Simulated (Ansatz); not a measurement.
**AlBH4S2: up Jacob's ladder to CCSD(T)**

The task here is to estimate one member of a computed series from the others.

Method: functionals in def2-TZVPP, the program's frozen cores in correlated methods; program: Ansatz 0.2.0, Gaussian basis.

Levels to be run: LDA (SPW92), PBE-D4, revPBE-D4, BLYP-D4, r2SCAN-D4, B97M-V, PBE0-D4, B3LYP-D4, r2SCANh-D4, r2SCAN0-D4, HSE06-D4, BHLYP-D4, CAM-B3LYP-D4, LC-ωPBE, ωB97X-V, ωB97M-V, B2PLYP, PBE-QIDH; CCSD(T)/def2-SVP; CCSD(T)/def2-TZVPP; MP2/def2-QZVPP; extrapolation to the limit; RPA on PBE.

### Structure used throughout

An earlier PBE0-D4 in a triple-zeta def2 set relaxation fixed the geometry.

SMILES `[AlH2][S]BS`, 8 atoms, charge 0, spin multiplicity 1.

Atoms are counted from 1 here; the program's logs count them from 0.

Bond lengths: Al1–S2 2.190 Å, Al1–H5 1.583 Å, Al1–H6 1.577 Å, S2–B3 1.809 Å, B3–S4 1.780 Å, B3–H7 1.193 Å, S4–H8 1.347 Å. Angles: S2–Al1–H5 121.7°, S2–Al1–H6 115.3°, H5–Al1–H6 123.0°, Al1–S2–B3 108.6°, S2–B3–S4 131.5°, S2–B3–H7 114.9°, S4–B3–H7 113.7°, B3–S4–H8 99.9°.

Set-up of the first run:

The input, in.yaml:

```yaml
crystal:
  periodic: [false, false, false]
  atoms:
    - {symbol: Al, position_ang: [-0.777723, 1.516463, -0.087159]}
    - {symbol: S, position_ang: [1.249129, 0.810710, 0.347856]}
    - {symbol: B, position_ang: [1.272028, -0.993416, 0.223067]}
    - {symbol: S, position_ang: [-0.010954, -2.163968, -0.165017]}
    - {symbol: H, position_ang: [-1.950147, 0.513653, -0.441027]}
    - {symbol: H, position_ang: [-0.975758, 3.079259, -0.021657]}
    - {symbol: H, position_ang: [2.331514, -1.498073, 0.437785]}
    - {symbol: H, position_ang: [-1.045988, -1.321829, -0.349648]}
basis:
  gaussian: {orbitals: def2-TZVPP}
hamiltonian: {xc: lda}
output: {orbitals: {seedname: orbitals}}
```

The run is started by

```console
ansatz run in.yaml --threads 2 --pin off --events-out ev --progress --plain --max-ram 4352MiB
```

Steps of the session up to this table: LDA; PBE-D4 (GGA); revPBE-D4 (GGA); BLYP-D4 (GGA); r2SCAN-D4 (meta-GGA); B97M-V (meta-GGA); PBE0-D4 (hybrid); B3LYP-D4 (hybrid); r2SCANh-D4 (hybrid); r2SCAN0-D4 (hybrid); HSE06-D4 (hybrid); BHLYP-D4 (hybrid); CAM-B3LYP-D4 (range-separated); LC-ωPBE (range-separated); ωB97X-V (range-separated); ωB97M-V (range-separated); B2PLYP (double hybrid); PBE-QIDH (double hybrid).

One of the session's tables, all rows but one given; the rest of the session is left out.

It belongs to the step «Orbital energies across the functionals». 

```
  functional  HOMO (eV)  LUMO (eV)  gap (eV)
 LDA (SPW92)      -6.75      -3.06      3.68
      PBE-D4      -6.61      -2.81      3.80
   revPBE-D4      -6.56      -2.70      3.86
     BLYP-D4      -6.42      -2.65      3.77
   r2SCAN-D4      -6.88      -2.53      4.35
      B97M-V      -6.97      -2.65      4.32
     PBE0-D4      -7.72      -2.02      5.69
    B3LYP-D4          ?          ?         ?
  r2SCANh-D4      -7.29      -2.26      5.03
  r2SCAN0-D4      -7.90      -1.86      6.04
    HSE06-D4      -7.32      -2.39      4.93
    BHLYP-D4      -8.66      -1.18      7.49
CAM-B3LYP-D4      -8.94      -1.05      7.89
     LC-ωPBE     -10.32       0.00     10.32
     ωB97X-V      -9.96      -0.09      9.87
     ωB97M-V      -9.79      -0.33      9.46
```

**Question.** Estimate the row for B3LYP-D4.

Worked estimate for «HOMO (eV)». Against the share of exact exchange, BLYP-D4 (0, -6.42), BHLYP-D4 (0.5, -8.66) give a slope of -4.48 per unit share; at 0.2 the line stands at -7.32.

As computed: HOMO (eV): -7.46; LUMO (eV): -2.20; gap (eV): 5.26. In «HOMO (eV)» the line misses by +0.14.
